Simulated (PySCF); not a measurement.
# A diatomic session: TeBr+

One table from this session's results is given with a row withheld; the runs are named, their logs left out.

Computed with PySCF 2.14.0. Level: Te def2-SVP with ECP28, Br def2-SVP, scalar-relativistic core potentials.

The first run:

The job is set up so:

| Quantity | Value |
| --- | --- |
| atoms | Te, Br |
| charge | 1 |
| basis | Te def2-SVP with ECP28, Br def2-SVP |
| Hamiltonian | scalar-relativistic core potentials |
| basis functions | 58 |
| electrons treated | 58 |
| masses in u | 129.9062, 78.9183 |
| levels | PBE0, PBE, r²SCAN, PBEsol, LDA, BLYP, HSE06, HF, MP2, SCS-MP2, CCSD, CCSD(T) |
| grid | 80 radial by 434 angular points |
| occupations | held fixed by the projection of orbital angular momentum |
| dissociation limit | Te+ + Br, each in its ground configuration |
| starting distance in angstrom | 2.535 |
| values of 2S to try | 0, 2, 4 |

On the command line:

```console
$ OMP_NUM_THREADS=1 python dia.py task.json out
```

Steps of the session up to this table: Input; PBE0 along the bond; Higher solutions at PBE0; PBE; r²SCAN; PBEsol (GGA); LDA; BLYP (GGA); HSE06 (range-separated hybrid); UHF; MP2 and coupled cluster.

One table of the session follows, with a row left open; its other results are not shown here.

Energy (eV) from each level's lowest point:

| R (Å) | UHF | UHF-MP2 | UHF-SCS-MP2 | UHF-CCSD | UHF-CCSD(T) |
| --- | --- | --- | --- | --- | --- |
| 2.067 | 1.696 | 1.715 | 1.760 | n/a | n/a |
| 2.163 | 0.755 | 0.759 | 0.794 | 0.833 | 0.856 |
| 2.259 | ? | ? | ? | ? | ? |
| 2.331 | 0.061 | 0.056 | 0.068 | 0.082 | 0.089 |
| 2.403 | 0.000 | 0.000 | 0.000 | 0.000 | 0.000 |
| 2.475 | 0.027 | 0.040 | 0.027 | 0.009 | 0.003 |
| 2.571 | 0.151 | 0.213 | 0.184 | 0.117 | 0.107 |
| 2.691 | 0.344 | 0.611 | 0.568 | 0.347 | 0.335 |
| 2.836 | 0.509 | 1.062 | 1.006 | 0.684 | 0.672 |
| 3.028 | 0.627 | 1.417 | 1.345 | n/a | n/a |

**Question.** Estimate the row for R (Å) = 2.259.

Worked estimate for «UHF». A straight line through the neighbours (2.163, 0.755) and (2.331, 0.061) gives 0.755 + (0.061 − 0.755) × (2.259 − 2.163) / (2.331 − 2.163) = 0.358; a parabola fitted to 4 rows on both sides gives 0.224.

The run gave: UHF: 0.244; UHF-MP2: 0.241; UHF-SCS-MP2: 0.263; UHF-CCSD: 0.289; UHF-CCSD(T): 0.302. In «UHF» the line misses by +0.114 and the parabola by -0.020.
